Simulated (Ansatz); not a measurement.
# HBrO (triplet): B3LYP, r2SCANh, BHLYP over a scan of the distance Br1–H2 along a hydrogen transfer, cc-pVDZ, part 2 of 2

Ansatz 0.2.0, Gaussian basis; cc-pVDZ, all electrons in the functionals. Earlier steps stand in the parts before.

## 16. r2SCANh, 1.619 Å

in.yaml

```yaml
crystal:
  periodic: [false, false, false]
  atoms:
    - {symbol: Br, position_ang: [0.000000, 0.000000, -1.459000]}
    - {symbol: H, position_ang: [0.000000, 0.000000, 0.160000]}
    - {symbol: O, position_ang: [0.000000, 0.000000, 1.299000]}
basis:
  gaussian: {orbitals: cc-pVDZ}
magnetization: {spin_polarized: true, initial_magnetization: 2}
hamiltonian: {xc: {name: r2SCANh}}
```

Launch:

```sh
$ ansatz run in.yaml --threads 1 --pin off --events-out ev --progress --plain --max-ram 2393MiB
```

Output, shortened:

```text
Functional definition: r2SCANh
  name "r2SCANh"
  cite "Bursch, Neugebauer, Ehlert & Grimme, J. Chem. Phys. 156, 134105 (2022) doi:10.1063/5.0086040"
  cite "Furness, Kaplan, Ning, Perdew & Sun, J. Phys. Chem. Lett. 11, 8208 (2020) doi:10.1021/acs.jpclett.0c02405"
  cite "Furness, Kaplan, Ning, Perdew & Sun, J. Phys. Chem. Lett. 11, 9248 (2020) doi:10.1021/acs.jpclett.0c03077"
  parent r2scan
[...]
490 factors; integrals over basis functions are off by at most 1.6e-3 eV
[...]
mean field -72103.30400129 eV, -2649.7475486725 hartree, gradient 5.2e-7 eV, S^2 2.012499; 13 other end points of the search recorded, 0 dependent functions left out
reference -72103.30400551 eV, -2649.7475488278 hartree; 23, 21 occupied and 23, 25 virtual orbitals, 490 factors
Total energy: -72103.30400551 eV, -2649.7475488278 hartree
```

Wall time 25 s (1 thread of Arm Neoverse V2, shared host).

From the report: ⟨S²⟩ of the determinant 2.012 (pure triplet: 2.00).

From 1.421 Å: -26.0 kJ/mol.

## 17. r2SCANh, 1.669 Å

in.yaml

```yaml
crystal:
  periodic: [false, false, false]
  atoms:
    - {symbol: Br, position_ang: [0.000000, 0.000000, -1.475667]}
    - {symbol: H, position_ang: [0.000000, 0.000000, 0.193333]}
    - {symbol: O, position_ang: [0.000000, 0.000000, 1.282333]}
basis:
  gaussian: {orbitals: cc-pVDZ}
magnetization: {spin_polarized: true, initial_magnetization: 2}
hamiltonian: {xc: {name: r2SCANh}}
```

The command is unchanged.

Output, shortened:

```text
Functional definition: r2SCANh
  name "r2SCANh"
  cite "Bursch, Neugebauer, Ehlert & Grimme, J. Chem. Phys. 156, 134105 (2022) doi:10.1063/5.0086040"
  cite "Furness, Kaplan, Ning, Perdew & Sun, J. Phys. Chem. Lett. 11, 8208 (2020) doi:10.1021/acs.jpclett.0c02405"
  cite "Furness, Kaplan, Ning, Perdew & Sun, J. Phys. Chem. Lett. 11, 9248 (2020) doi:10.1021/acs.jpclett.0c03077"
  parent r2scan
[...]
490 factors; integrals over basis functions are off by at most 1.5e-3 eV
[...]
mean field -72103.36964437 eV, -2649.7499610114 hartree, gradient 6.3e-7 eV, S^2 2.011339; 14 other end points of the search recorded, 0 dependent functions left out
reference -72103.36964859 eV, -2649.7499611665 hartree; 23, 21 occupied and 23, 25 virtual orbitals, 490 factors
Total energy: -72103.36964859 eV, -2649.7499611665 hartree
```

It took 25 s on 1 thread of Arm Neoverse V2, shared host.

From the report: ⟨S²⟩ of the determinant 2.011 (pure triplet: 2.00).

From 1.421 Å: -32.3 kJ/mol.

## 18. r2SCANh, 1.718 Å

in.yaml

```yaml
crystal:
  periodic: [false, false, false]
  atoms:
    - {symbol: Br, position_ang: [0.000000, 0.000000, -1.492000]}
    - {symbol: H, position_ang: [0.000000, 0.000000, 0.226000]}
    - {symbol: O, position_ang: [0.000000, 0.000000, 1.266000]}
basis:
  gaussian: {orbitals: cc-pVDZ}
magnetization: {spin_polarized: true, initial_magnetization: 2}
hamiltonian: {xc: {name: r2SCANh}}
```

Same command.

Output, shortened:

```text
Functional definition: r2SCANh
  name "r2SCANh"
  cite "Bursch, Neugebauer, Ehlert & Grimme, J. Chem. Phys. 156, 134105 (2022) doi:10.1063/5.0086040"
  cite "Furness, Kaplan, Ning, Perdew & Sun, J. Phys. Chem. Lett. 11, 8208 (2020) doi:10.1021/acs.jpclett.0c02405"
  cite "Furness, Kaplan, Ning, Perdew & Sun, J. Phys. Chem. Lett. 11, 9248 (2020) doi:10.1021/acs.jpclett.0c03077"
  parent r2scan
[...]
488 factors; integrals over basis functions are off by at most 1.3e-3 eV
[...]
mean field -72103.41561303 eV, -2649.7516503285 hartree, gradient 3.8e-6 eV, S^2 2.009875; 10 other end points of the search recorded, 0 dependent functions left out
reference -72103.41561725 eV, -2649.7516504834 hartree; 23, 21 occupied and 23, 25 virtual orbitals, 488 factors
Total energy: -72103.41561725 eV, -2649.7516504834 hartree
```

Run time: 17 s. Hardware: 1 thread of Arm Neoverse V2, shared host.

From the report: ⟨S²⟩ of the determinant 2.010 (pure triplet: 2.00).

From 1.421 Å: -36.8 kJ/mol.

## 19. r2SCANh, 1.768 Å

in.yaml

```yaml
crystal:
  periodic: [false, false, false]
  atoms:
    - {symbol: Br, position_ang: [0.000000, 0.000000, -1.508667]}
    - {symbol: H, position_ang: [0.000000, 0.000000, 0.259333]}
    - {symbol: O, position_ang: [0.000000, 0.000000, 1.249333]}
basis:
  gaussian: {orbitals: cc-pVDZ}
magnetization: {spin_polarized: true, initial_magnetization: 2}
hamiltonian: {xc: {name: r2SCANh}}
```

Same command.

Output, shortened:

```text
Functional definition: r2SCANh
  name "r2SCANh"
  cite "Bursch, Neugebauer, Ehlert & Grimme, J. Chem. Phys. 156, 134105 (2022) doi:10.1063/5.0086040"
  cite "Furness, Kaplan, Ning, Perdew & Sun, J. Phys. Chem. Lett. 11, 8208 (2020) doi:10.1021/acs.jpclett.0c02405"
  cite "Furness, Kaplan, Ning, Perdew & Sun, J. Phys. Chem. Lett. 11, 9248 (2020) doi:10.1021/acs.jpclett.0c03077"
  parent r2scan
[...]
488 factors; integrals over basis functions are off by at most 1.4e-3 eV
[...]
mean field -72103.41700911 eV, -2649.7517016333 hartree, gradient 1.6e-6 eV, S^2 2.008403; 12 other end points of the search recorded, 0 dependent functions left out
reference -72103.41701332 eV, -2649.7517017882 hartree; 23, 21 occupied and 23, 25 virtual orbitals, 488 factors
Total energy: -72103.41701332 eV, -2649.7517017882 hartree
```

Wall time 27 s (1 thread of Arm Neoverse V2, shared host).

From the report: ⟨S²⟩ of the determinant 2.008 (pure triplet: 2.00).

From 1.421 Å: -36.9 kJ/mol.

## 20. BHLYP, 1.321 Å

in.yaml

```yaml
crystal:
  periodic: [false, false, false]
  atoms:
    - {symbol: Br, position_ang: [0.000000, 0.000000, -1.359667]}
    - {symbol: H, position_ang: [0.000000, 0.000000, -0.038667]}
    - {symbol: O, position_ang: [0.000000, 0.000000, 1.398333]}
basis:
  gaussian: {orbitals: cc-pVDZ}
magnetization: {spin_polarized: true, initial_magnetization: 2}
hamiltonian: {xc: {name: BHLYP}}
```

Same command.

Output:

```text
Functional definition: BHLYP
  name "BHLYP"
  cite "Becke, J. Chem. Phys. 98, 1372 (1993) doi:10.1063/1.464304"
  cite "Becke, Phys. Rev. A 38, 3098 (1988) doi:10.1103/PhysRevA.38.3098"
  cite "Lee, Yang & Parr, Phys. Rev. B 37, 785 (1988) doi:10.1103/PhysRevB.37.785"
  parameter a = 0.5
  exchange = (1 - a)*b88_x + a*exact_x
  correlation = lyp_c
486 factors; integrals over basis functions are off by at most 1.3e-3 eV
mean field evaluation 1: about -72097.3093 eV, gradient 2.7e1 eV
mean field evaluation 2: about -72096.2262 eV, gradient 3.9e1 eV
mean field evaluation 4: about -72103.2668 eV, gradient 1.9e0 eV
mean field evaluation 8: about -72103.3252 eV, gradient 1.3e-1 eV
mean field evaluation 16: about -72103.3254 eV, gradient 1.6e-4 eV
mean field -72103.32537677 eV, -2649.7483342068 hartree, gradient 2.2e-6 eV, S^2 2.007643; 1 other end points of the search recorded, 0 dependent functions left out
reference -72103.32547233 eV, -2649.7483377186 hartree; 23, 21 occupied and 23, 25 virtual orbitals, 486 factors
Total energy: -72103.32547233 eV, -2649.7483377186 hartree
```

Wall time 2.4 s (1 thread of Arm Neoverse V2, shared host).

From the report: ⟨S²⟩ of the determinant 2.008 (pure triplet: 2.00).

## 21. BHLYP, 1.421 Å

in.yaml

```yaml
crystal:
  periodic: [false, false, false]
  atoms:
    - {symbol: Br, position_ang: [0.000000, 0.000000, -1.392867]}
    - {symbol: H, position_ang: [0.000000, 0.000000, 0.027733]}
    - {symbol: O, position_ang: [0.000000, 0.000000, 1.365133]}
basis:
  gaussian: {orbitals: cc-pVDZ}
magnetization: {spin_polarized: true, initial_magnetization: 2}
hamiltonian: {xc: {name: BHLYP}}
```

Same command.

Output:

```text
Functional definition: BHLYP
  name "BHLYP"
  cite "Becke, J. Chem. Phys. 98, 1372 (1993) doi:10.1063/1.464304"
  cite "Becke, Phys. Rev. A 38, 3098 (1988) doi:10.1103/PhysRevA.38.3098"
  cite "Lee, Yang & Parr, Phys. Rev. B 37, 785 (1988) doi:10.1103/PhysRevB.37.785"
  parameter a = 0.5
  exchange = (1 - a)*b88_x + a*exact_x
  correlation = lyp_c
488 factors; integrals over basis functions are off by at most 1.4e-3 eV
mean field evaluation 1: about -72095.3941 eV, gradient 3.3e1 eV
mean field evaluation 2: about -72090.0546 eV, gradient 5.3e1 eV
mean field evaluation 4: about -72103.3495 eV, gradient 4.0e0 eV
mean field evaluation 8: about -72103.5012 eV, gradient 2.3e-1 eV
mean field evaluation 16: about -72103.5018 eV, gradient 3.0e-4 eV
mean field evaluation 32: about -72103.4241 eV, gradient 3.9e-1 eV
mean field -72103.50178760 eV, -2649.7548171856 hartree, gradient 4.7e-6 eV, S^2 2.013779; 1 other end points of the search recorded, 0 dependent functions left out
reference -72103.50188318 eV, -2649.7548206979 hartree; 23, 21 occupied and 23, 25 virtual orbitals, 488 factors
Total energy: -72103.50188318 eV, -2649.7548206979 hartree
```

It took 2.6 s on 1 thread of Arm Neoverse V2, shared host.

From the report: ⟨S²⟩ of the determinant 2.014 (pure triplet: 2.00).

## 22. BHLYP, 1.470 Å

in.yaml

```yaml
crystal:
  periodic: [false, false, false]
  atoms:
    - {symbol: Br, position_ang: [0.000000, 0.000000, -1.409333]}
    - {symbol: H, position_ang: [0.000000, 0.000000, 0.060667]}
    - {symbol: O, position_ang: [0.000000, 0.000000, 1.348667]}
basis:
  gaussian: {orbitals: cc-pVDZ}
magnetization: {spin_polarized: true, initial_magnetization: 2}
hamiltonian: {xc: {name: BHLYP}}
```

Launched as before.

Output:

```text
Functional definition: BHLYP
  name "BHLYP"
  cite "Becke, J. Chem. Phys. 98, 1372 (1993) doi:10.1063/1.464304"
  cite "Becke, Phys. Rev. A 38, 3098 (1988) doi:10.1103/PhysRevA.38.3098"
  cite "Lee, Yang & Parr, Phys. Rev. B 37, 785 (1988) doi:10.1103/PhysRevB.37.785"
  parameter a = 0.5
  exchange = (1 - a)*b88_x + a*exact_x
  correlation = lyp_c
488 factors; integrals over basis functions are off by at most 1.4e-3 eV
mean field evaluation 1: about -72094.5202 eV, gradient 3.5e1 eV
mean field evaluation 2: about -72072.0198 eV, gradient 7.5e1 eV
mean field evaluation 4: about -72103.1228 eV, gradient 7.4e0 eV
mean field evaluation 8: about -72103.5276 eV, gradient 1.5e-1 eV
mean field evaluation 16: about -72103.5280 eV, gradient 3.0e-4 eV
mean field -72103.52803711 eV, -2649.7557818373 hartree, gradient 2.9e-6 eV, S^2 2.017895; 1 other end points of the search recorded, 0 dependent functions left out
reference -72103.52813272 eV, -2649.7557853507 hartree; 23, 21 occupied and 23, 25 virtual orbitals, 488 factors
Total energy: -72103.52813272 eV, -2649.7557853507 hartree
```

It took 2.3 s on 1 thread of Arm Neoverse V2, shared host.

From the report: ⟨S²⟩ of the determinant 2.018 (pure triplet: 2.00).

From 1.421 Å: -2.5 kJ/mol.

## 23. BHLYP, 1.520 Å

in.yaml

```yaml
crystal:
  periodic: [false, false, false]
  atoms:
    - {symbol: Br, position_ang: [0.000000, 0.000000, -1.426000]}
    - {symbol: H, position_ang: [0.000000, 0.000000, 0.094000]}
    - {symbol: O, position_ang: [0.000000, 0.000000, 1.332000]}
basis:
  gaussian: {orbitals: cc-pVDZ}
magnetization: {spin_polarized: true, initial_magnetization: 2}
hamiltonian: {xc: {name: BHLYP}}
```

Launched as before.

Output:

```text
Functional definition: BHLYP
  name "BHLYP"
  cite "Becke, J. Chem. Phys. 98, 1372 (1993) doi:10.1063/1.464304"
  cite "Becke, Phys. Rev. A 38, 3098 (1988) doi:10.1103/PhysRevA.38.3098"
  cite "Lee, Yang & Parr, Phys. Rev. B 37, 785 (1988) doi:10.1103/PhysRevB.37.785"
  parameter a = 0.5
  exchange = (1 - a)*b88_x + a*exact_x
  correlation = lyp_c
488 factors; integrals over basis functions are off by at most 1.5e-3 eV
mean field evaluation 1: about -72086.2780 eV, gradient 4.9e1 eV
mean field evaluation 2: about -72045.8686 eV, gradient 1.0e2 eV
mean field evaluation 4: about -72101.5370 eV, gradient 1.7e1 eV
mean field evaluation 8: about -72103.1528 eV, gradient 5.2e-1 eV
mean field evaluation 16: about -72103.1560 eV, gradient 7.3e-4 eV
mean field evaluation 32: about -72103.5492 eV, gradient 2.3e-5 eV
mean field -72103.54920174 eV, -2649.7565596229 hartree, gradient 9.2e-6 eV, S^2 2.021659; 4 other end points of the search recorded, 0 dependent functions left out
reference -72103.54929736 eV, -2649.7565631370 hartree; 23, 21 occupied and 23, 25 virtual orbitals, 488 factors
Total energy: -72103.54929736 eV, -2649.7565631370 hartree
```

Run time: 4.7 s. Hardware: 1 thread of Arm Neoverse V2, shared host.

From the report: ⟨S²⟩ of the determinant 2.022 (pure triplet: 2.00).

From 1.421 Å: -4.6 kJ/mol.

## 24. BHLYP, 1.569 Å

in.yaml

```yaml
crystal:
  periodic: [false, false, false]
  atoms:
    - {symbol: Br, position_ang: [0.000000, 0.000000, -1.442333]}
    - {symbol: H, position_ang: [0.000000, 0.000000, 0.126667]}
    - {symbol: O, position_ang: [0.000000, 0.000000, 1.315667]}
basis:
  gaussian: {orbitals: cc-pVDZ}
magnetization: {spin_polarized: true, initial_magnetization: 2}
hamiltonian: {xc: {name: BHLYP}}
```

Launched as before.

Output, shortened:

```text
Functional definition: BHLYP
  name "BHLYP"
  cite "Becke, J. Chem. Phys. 98, 1372 (1993) doi:10.1063/1.464304"
  cite "Becke, Phys. Rev. A 38, 3098 (1988) doi:10.1103/PhysRevA.38.3098"
  cite "Lee, Yang & Parr, Phys. Rev. B 37, 785 (1988) doi:10.1103/PhysRevB.37.785"
[...]
488 factors; integrals over basis functions are off by at most 1.6e-3 eV
[...]
mean field -72103.58420164 eV, -2649.7578458456 hartree, gradient 1.8e-5 eV, S^2 2.023488; 7 other end points of the search recorded, 0 dependent functions left out
reference -72103.58429725 eV, -2649.7578493592 hartree; 23, 21 occupied and 23, 25 virtual orbitals, 488 factors
Total energy: -72103.58429725 eV, -2649.7578493592 hartree
```

It took 7 s on 1 thread of Arm Neoverse V2, shared host.

From the report: ⟨S²⟩ of the determinant 2.023 (pure triplet: 2.00).

From 1.421 Å: -8.0 kJ/mol.

## 25. BHLYP, 1.619 Å

in.yaml

```yaml
crystal:
  periodic: [false, false, false]
  atoms:
    - {symbol: Br, position_ang: [0.000000, 0.000000, -1.459000]}
    - {symbol: H, position_ang: [0.000000, 0.000000, 0.160000]}
    - {symbol: O, position_ang: [0.000000, 0.000000, 1.299000]}
basis:
  gaussian: {orbitals: cc-pVDZ}
magnetization: {spin_polarized: true, initial_magnetization: 2}
hamiltonian: {xc: {name: BHLYP}}
```

The command is unchanged.

Output, shortened:

```text
Functional definition: BHLYP
  name "BHLYP"
  cite "Becke, J. Chem. Phys. 98, 1372 (1993) doi:10.1063/1.464304"
  cite "Becke, Phys. Rev. A 38, 3098 (1988) doi:10.1103/PhysRevA.38.3098"
  cite "Lee, Yang & Parr, Phys. Rev. B 37, 785 (1988) doi:10.1103/PhysRevB.37.785"
[...]
490 factors; integrals over basis functions are off by at most 1.6e-3 eV
[...]
mean field -72103.64423990 eV, -2649.7600522110 hartree, gradient 2.0e-5 eV, S^2 2.022453; 8 other end points of the search recorded, 0 dependent functions left out
reference -72103.64433544 eV, -2649.7600557217 hartree; 23, 21 occupied and 23, 25 virtual orbitals, 490 factors
Total energy: -72103.64433544 eV, -2649.7600557217 hartree
```

Wall time 8.5 s (1 thread of Arm Neoverse V2, shared host).

From the report: ⟨S²⟩ of the determinant 2.022 (pure triplet: 2.00).

From 1.421 Å: -13.7 kJ/mol.

## 26. BHLYP, 1.669 Å

in.yaml

```yaml
crystal:
  periodic: [false, false, false]
  atoms:
    - {symbol: Br, position_ang: [0.000000, 0.000000, -1.475667]}
    - {symbol: H, position_ang: [0.000000, 0.000000, 0.193333]}
    - {symbol: O, position_ang: [0.000000, 0.000000, 1.282333]}
basis:
  gaussian: {orbitals: cc-pVDZ}
magnetization: {spin_polarized: true, initial_magnetization: 2}
hamiltonian: {xc: {name: BHLYP}}
```

The command is unchanged.

Output, shortened:

```text
Functional definition: BHLYP
  name "BHLYP"
  cite "Becke, J. Chem. Phys. 98, 1372 (1993) doi:10.1063/1.464304"
  cite "Becke, Phys. Rev. A 38, 3098 (1988) doi:10.1103/PhysRevA.38.3098"
  cite "Lee, Yang & Parr, Phys. Rev. B 37, 785 (1988) doi:10.1103/PhysRevB.37.785"
[...]
490 factors; integrals over basis functions are off by at most 1.5e-3 eV
[...]
mean field -72103.72434951 eV, -2649.7629961847 hartree, gradient 1.6e-5 eV, S^2 2.018974; 5 other end points of the search recorded, 0 dependent functions left out
reference -72103.72444488 eV, -2649.7629996896 hartree; 23, 21 occupied and 23, 25 virtual orbitals, 490 factors
Total energy: -72103.72444488 eV, -2649.7629996896 hartree
```

It took 6 s on 1 thread of Arm Neoverse V2, shared host.

From the report: ⟨S²⟩ of the determinant 2.019 (pure triplet: 2.00).

From 1.421 Å: -21.5 kJ/mol.

## 27. BHLYP, 1.718 Å

in.yaml

```yaml
crystal:
  periodic: [false, false, false]
  atoms:
    - {symbol: Br, position_ang: [0.000000, 0.000000, -1.492000]}
    - {symbol: H, position_ang: [0.000000, 0.000000, 0.226000]}
    - {symbol: O, position_ang: [0.000000, 0.000000, 1.266000]}
basis:
  gaussian: {orbitals: cc-pVDZ}
magnetization: {spin_polarized: true, initial_magnetization: 2}
hamiltonian: {xc: {name: BHLYP}}
```

Launched as before.

Output, shortened:

```text
Functional definition: BHLYP
  name "BHLYP"
  cite "Becke, J. Chem. Phys. 98, 1372 (1993) doi:10.1063/1.464304"
  cite "Becke, Phys. Rev. A 38, 3098 (1988) doi:10.1103/PhysRevA.38.3098"
  cite "Lee, Yang & Parr, Phys. Rev. B 37, 785 (1988) doi:10.1103/PhysRevB.37.785"
[...]
488 factors; integrals over basis functions are off by at most 1.3e-3 eV
[...]
mean field -72103.80296665 eV, -2649.7658853115 hartree, gradient 9.2e-6 eV, S^2 2.014755; 5 other end points of the search recorded, 0 dependent functions left out
reference -72103.80306179 eV, -2649.7658888078 hartree; 23, 21 occupied and 23, 25 virtual orbitals, 488 factors
Total energy: -72103.80306179 eV, -2649.7658888078 hartree
```

Wall time 6 s (1 thread of Arm Neoverse V2, shared host).

From the report: ⟨S²⟩ of the determinant 2.015 (pure triplet: 2.00).

From 1.421 Å: -29.1 kJ/mol.

## 28. BHLYP, 1.768 Å

in.yaml

```yaml
crystal:
  periodic: [false, false, false]
  atoms:
    - {symbol: Br, position_ang: [0.000000, 0.000000, -1.508667]}
    - {symbol: H, position_ang: [0.000000, 0.000000, 0.259333]}
    - {symbol: O, position_ang: [0.000000, 0.000000, 1.249333]}
basis:
  gaussian: {orbitals: cc-pVDZ}
magnetization: {spin_polarized: true, initial_magnetization: 2}
hamiltonian: {xc: {name: BHLYP}}
```

Launched as before.

Output, shortened:

```text
Functional definition: BHLYP
  name "BHLYP"
  cite "Becke, J. Chem. Phys. 98, 1372 (1993) doi:10.1063/1.464304"
  cite "Becke, Phys. Rev. A 38, 3098 (1988) doi:10.1103/PhysRevA.38.3098"
  cite "Lee, Yang & Parr, Phys. Rev. B 37, 785 (1988) doi:10.1103/PhysRevB.37.785"
[...]
488 factors; integrals over basis functions are off by at most 1.4e-3 eV
[...]
mean field -72103.85014033 eV, -2649.7676189122 hartree, gradient 1.0e-6 eV, S^2 2.011007; 4 other end points of the search recorded, 0 dependent functions left out
reference -72103.85023517 eV, -2649.7676223973 hartree; 23, 21 occupied and 23, 25 virtual orbitals, 488 factors
Total energy: -72103.85023517 eV, -2649.7676223973 hartree
```

It took 6 s on 1 thread of Arm Neoverse V2, shared host.

From the report: ⟨S²⟩ of the determinant 2.011 (pure triplet: 2.00).

From 1.421 Å: -33.6 kJ/mol.

## 29. Against the wave-function levels

The yardstick is UCCSDT(Q), where the cluster series has nearly closed. It comes from earlier runs at the same points. Energies in kJ/mol, counted from 1.421 Å; blanks weren't run or aren't comparable.

| level | 1.321 Å | 1.421 Å | 1.470 Å | 1.520 Å | 1.569 Å | 1.619 Å | 1.669 Å | 1.718 Å | 1.768 Å |
| --- | --- | --- | --- | --- | --- | --- | --- | --- | --- |
| UCCSDT(Q) | 16.2 | 0.0 | -2.3 | -4.3 | -8.0 | -14.3 | -22.3 | -29.9 | -34.0 |
| B3LYP | 27.5 | 0.0 | -7.7 | -14.1 | -20.2 | -26.8 | -33.0 | -37.3 | -37.3 |
| r2SCANh | 26.3 | 0.0 | -7.3 | -13.4 | -19.5 | -26.0 | -32.3 | -36.8 | -36.9 |
| BHLYP | 17.0 | 0.0 | -2.5 | -4.6 | -8.0 | -13.7 | -21.5 | -29.1 | -33.6 |

Largest miss and mean time a point (UCCSDT(Q) took 22 s a point; shared hosts):

```csv
level,largest miss (kJ/mol),where,time a point
B3LYP,-12.5,1.619 Å,7.4 s
r2SCANh,-11.7,1.619 Å,23 s
BHLYP,+0.9,1.718 Å,5.1 s
```

## 30. Outcome

The summary covers parts 1 to 2.

| quantity | value |
| --- | --- |
| span of the UCCSDT(Q) curve | 50.3 kJ/mol |
| largest miss, B3LYP | -12.5 kJ/mol (1.619 Å) |
| largest miss, r2SCANh | -11.7 kJ/mol (1.619 Å) |
| largest miss, BHLYP | +0.9 kJ/mol (1.718 Å) |

**Reading.** Of the functionals, BHLYP keep the smallest largest miss at the points compared (at most 0.9 kJ/mol) and B3LYP strays most (12.5 kJ/mol, at 1.619 Å). Functionals and the yardstick converge differently with the basis, so part of each miss in cc-pVDZ is the basis.
